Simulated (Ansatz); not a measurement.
# WC (nonet): from Hartree-Fock to the top rungs, def2-QZVPP

An exercise on one series of results from a longer session: the logs are not shown, and one member is left open.

Program: Ansatz 0.2.0, Gaussian basis. Level of theory: def2-QZVPP, core rule «outside noble gas», up to 5 orbitals frozen. These are calculated values, not measurements.

The runs, in order: UHF; ROHF; CCSD(T) on UHF.

## What is computed

The geometry is a PBE0/def2-TZVP stationary point (not a proven minimum) of the parent state, kept for this charge and spin. No spin-orbit coupling is included. Elements past krypton take def2 core potentials.

2 atoms, charge 0, spin multiplicity 9.

Atoms are counted from 1 here; the program's logs count them from 0.

Bond lengths: W1–C2 1.923 Å.

The first run:

in.yaml reads:

```yaml
crystal:
  periodic: [false, false, false]
  atoms:
    - {symbol: W, position_ang: [0.000000, 0.000000, 0.000000]}
    - {symbol: C, position_ang: [0.000000, 0.000000, 1.923200]}
basis:
  gaussian: {orbitals: "def2-QZVPP.json"}
magnetization: {spin_polarized: true, initial_magnetization: 8}
hamiltonian: {xc: hf}
output: {orbitals: {seedname: orbitals}}
```

Run with:

```
> ansatz run in.yaml --threads 1 --pin off --events-out ev --progress --plain --max-ram 4096MiB --backend cpu
```

Steps of the session up to this table: UHF; ROHF; CCSD(T) on UHF.

One of the session's tables, all rows but one given; the rest of the session is left out.

| method | from UCCSD(T) (meV) |
| --- | --- |
| ROHF | +5682.6 |
| UHF | +5522.3 |
| UMP2 | ? |
| UCCSD | +223.7 |
| UCCSD(T) | 0 |

Estimate the missing values for UMP2.

The run gave: from UCCSD(T) (meV): +729.0. In the column «from UCCSD(T) (meV)» it lies between UCCSD (+223.7) and UHF (+5522.3).
